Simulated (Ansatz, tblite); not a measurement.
# (KCl)4 cube (K4Cl4): rung by rung

An exercise on one series of results from a longer session: the logs are not shown, and one member is left open.

Program: Ansatz 0.2.0, Gaussian basis. Level of theory: as each input shows. These are calculated values, not measurements.

Levels to be run: GFN1-xTB, GFN2-xTB, PBE-D4/def2-TZVP, r2SCAN-D4/def2-TZVP, ωB97X-V/def2-TZVP, BHLYP-D4/def2-TZVP, CAM-B3LYP-D4/def2-TZVP, PBE-D4/def2-SVP, PBE0-D4/def2-SVP, HF/STO-3G, MP2/def2-TZVP, RPA/def2-TZVP.

2 further runs of the same task are left out: 2 set aside as unsound or not needed. Runs told in other sessions of the task aren't counted.

## The structure

The singlet was relaxed beforehand with PBE-D4/def2-SVP.

8 atoms, charge 0, spin multiplicity 1.

Bond lengths: Cl1–K5 2.993 Å, Cl1–K6 2.993 Å, Cl1–K8 2.993 Å, Cl2–K5 2.993 Å, Cl2–K6 2.993 Å, Cl2–K7 2.993 Å, Cl3–K5 2.993 Å, Cl3–K7 2.993 Å, Cl3–K8 2.993 Å, Cl4–K6 2.993 Å, Cl4–K7 2.993 Å, Cl4–K8 2.993 Å. Angles: K5–Cl1–K6 87.0°, K5–Cl1–K8 87.0°, K6–Cl1–K8 87.0°, K5–Cl2–K6 87.0°, K5–Cl2–K7 87.0°, K6–Cl2–K7 87.0°, K5–Cl3–K7 87.0°, K5–Cl3–K8 87.0°, K7–Cl3–K8 87.0°, K6–Cl4–K7 87.0°, K6–Cl4–K8 87.0°, K7–Cl4–K8 87.0°, Cl1–K5–Cl2 92.9°, Cl1–K5–Cl3 92.9°, Cl2–K5–Cl3 92.9°, Cl1–K6–Cl2 92.9°, Cl1–K6–Cl4 92.9°, Cl2–K6–Cl4 92.9° and more.

PBE0-D4/def2-TZVP was run before; its log isn't repeated, and its numbers join the tables.

Set-up of the first run:

Tight binding, by tblite at 300 K electronic temperature and without a spin-polarisation term:

```python
tblite.interface.Calculator('GFN1-xTB', numbers, positions, charge=0, uhf=0).singlepoint()
```

Tight binding, by tblite at 300 K electronic temperature and without a spin-polarisation term:

```python
tblite.interface.Calculator('GFN2-xTB', numbers, positions, charge=0, uhf=0).singlepoint()
```

start.molden holds the orbitals of an earlier run on this state, given as this run's starting guess.

File in.yaml:

```yaml
crystal:
  periodic: [false, false, false]
  atoms:
    - {symbol: Cl, position_ang: [-2.614737, 0.110794, -0.455680]}
    - {symbol: Cl, position_ang: [0.654701, 1.799180, 1.841365]}
    - {symbol: Cl, position_ang: [1.313747, 0.517478, -2.250065]}
    - {symbol: Cl, position_ang: [0.646355, -2.427412, 0.864366]}
    - {symbol: K, position_ang: [-0.614210, 2.306606, -0.821574]}
    - {symbol: K, position_ang: [-1.248369, -0.491881, 2.138138]}
    - {symbol: K, position_ang: [2.484691, -0.105091, 0.433199]}
    - {symbol: K, position_ang: [-0.622178, -1.709675, -1.749749]}
basis:
  gaussian: {orbitals: def2-TZVP, initial_orbitals: start.molden}
hamiltonian: {xc: pbe, dispersion: d4}
scf: {omitted_lower_state_checks: [starts]}
output: {forces: true, orbitals: {seedname: orbitals}}
```

Started as:

```
ansatz run in.yaml --threads 4 --pin off --events-out ev --progress --plain --max-ram 4787MiB
```

Among the steps run: PBE-D4/def2-TZVP; r2SCAN-D4/def2-TZVP; ωB97X-V/def2-TZVP; BHLYP-D4/def2-TZVP; CAM-B3LYP-D4/def2-TZVP; PBE-D4/def2-SVP; PBE0-D4/def2-SVP; HF/STO-3G; MP2/def2-TZVP; RPA/def2-TZVP.

One table of the session follows, with a row left open; its other results are not shown here.

It belongs to the step «Binding energy». 

| level | binding an atom (eV) |
| --- | --- |
| HF/STO-3G | 2.874 |
| HF/def2-TZVP | 2.266 |
| PBE-D4/def2-SVP | 2.936 |
| PBE-D4/def2-TZVP | 2.852 |
| r2SCAN-D4/def2-TZVP | 2.927 |
| PBE0-D4/def2-SVP | 2.935 |
| PBE0-D4/def2-TZVP | 2.850 |
| BHLYP-D4/def2-TZVP | 2.830 |
| CAM-B3LYP-D4/def2-TZVP | 2.870 |
| ωB97X-V/def2-TZVP | ? |
| RPA/def2-TZVP | 2.553 |
| MP2/def2-TZVP | 2.874 |

Q: Estimate the row for ωB97X-V/def2-TZVP from the others.

As computed: binding an atom (eV): 2.965. In the column «binding an atom (eV)» it is the highest.

To keep in mind: Free atoms were run apart at each level; binding is atoms less cluster, divided by the number of atoms, without zero-point or spin-orbit terms.
